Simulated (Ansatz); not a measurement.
# C3H10GeO4: the cost of one run

Method: the settings change from run to run; program: Ansatz 0.2.0, Gaussian basis.

## Step 1: The relaxed structure

The geometry comes from an earlier relaxation with PBE0-D4 in a triple-zeta def2 set; it is a stationary point, not always the lowest conformer.

SMILES `C[O][Ge]([OH])([O]C)[O]C`, 18 atoms, charge 0, spin multiplicity 1.

Atoms are counted from 1 here; the program's logs count them from 0.

Bond lengths: C1–O2 1.414 Å, C1–H9 1.091 Å, C1–H10 1.096 Å, C1–H11 1.096 Å, O2–Ge3 1.754 Å, Ge3–O4 1.758 Å, Ge3–O5 1.754 Å, Ge3–O7 1.754 Å, O4–H12 0.961 Å, O5–C6 1.414 Å, C6–H13 1.091 Å, C6–H14 1.096 Å, C6–H15 1.096 Å, O7–C8 1.414 Å, C8–H16 1.096 Å, C8–H17 1.092 Å, C8–H18 1.096 Å. Angles: O2–C1–H9 107.5°, O2–C1–H10 112.0°, O2–C1–H11 112.0°, H9–C1–H10 108.5°, H9–C1–H11 108.5°, H10–C1–H11 108.2°, C1–O2–Ge3 118.6°, O2–Ge3–O4 102.6°, O2–Ge3–O5 112.7°, O2–Ge3–O7 112.7°, O4–Ge3–O5 113.2°, O4–Ge3–O7 113.2°, O5–Ge3–O7 102.8°, Ge3–O4–H12 111.9°, Ge3–O5–C6 118.9°, O5–C6–H13 107.5°, O5–C6–H14 112.0°, O5–C6–H15 111.9° and more.

## Step 2: SPW92/def2-SVPD

Set apart from the defaults: multiplicity 3.

The input, in.yaml:

```yaml
crystal:
  periodic: [false, false, false]
  atoms:
    - {symbol: C, position_ang: [-1.385330, -1.373663, 1.054985]}
    - {symbol: O, position_ang: [-1.131261, -0.837281, -0.228260]}
    - {symbol: Ge, position_ang: [0.208348, 0.278655, -0.422557]}
    - {symbol: O, position_ang: [0.137622, 0.666545, -2.135434]}
    - {symbol: O, position_ang: [0.071228, 1.688327, 0.611662]}
    - {symbol: C, position_ang: [-1.082502, 2.500154, 0.511658]}
    - {symbol: O, position_ang: [1.743269, -0.414432, 0.066505]}
    - {symbol: C, position_ang: [2.185030, -1.605349, -0.555339]}
    - {symbol: H, position_ang: [-2.244849, -2.040749, 0.968064]}
    - {symbol: H, position_ang: [-0.534648, -1.950607, 1.434967]}
    - {symbol: H, position_ang: [-1.623675, -0.593242, 1.786445]}
    - {symbol: H, position_ang: [0.826944, 1.284212, -2.392185]}
    - {symbol: H, position_ang: [-0.977931, 3.309646, 1.236328]}
    - {symbol: H, position_ang: [-1.997644, 1.943206, 0.742418]}
    - {symbol: H, position_ang: [-1.189632, 2.938328, -0.486727]}
    - {symbol: H, position_ang: [2.326577, -1.475916, -1.633980]}
    - {symbol: H, position_ang: [3.144770, -1.872005, -0.109054]}
    - {symbol: H, position_ang: [1.486083, -2.434530, -0.397596]}
basis:
  gaussian: {orbitals: def2-SVPD}
magnetization: {spin_polarized: true, initial_magnetization: 2}
hamiltonian: {xc: {name: SPW92}}
output: {forces: true}
```

Run with:

```bash
ansatz run in.yaml --threads 5 --pin off --events-out ev --progress --plain --max-ram 66560MiB --backend cpu
```

What time and memory should one allow on 5 threads of AMD EPYC 7R13, shared host?

About 23 s, with a peak of 1.4 GiB.
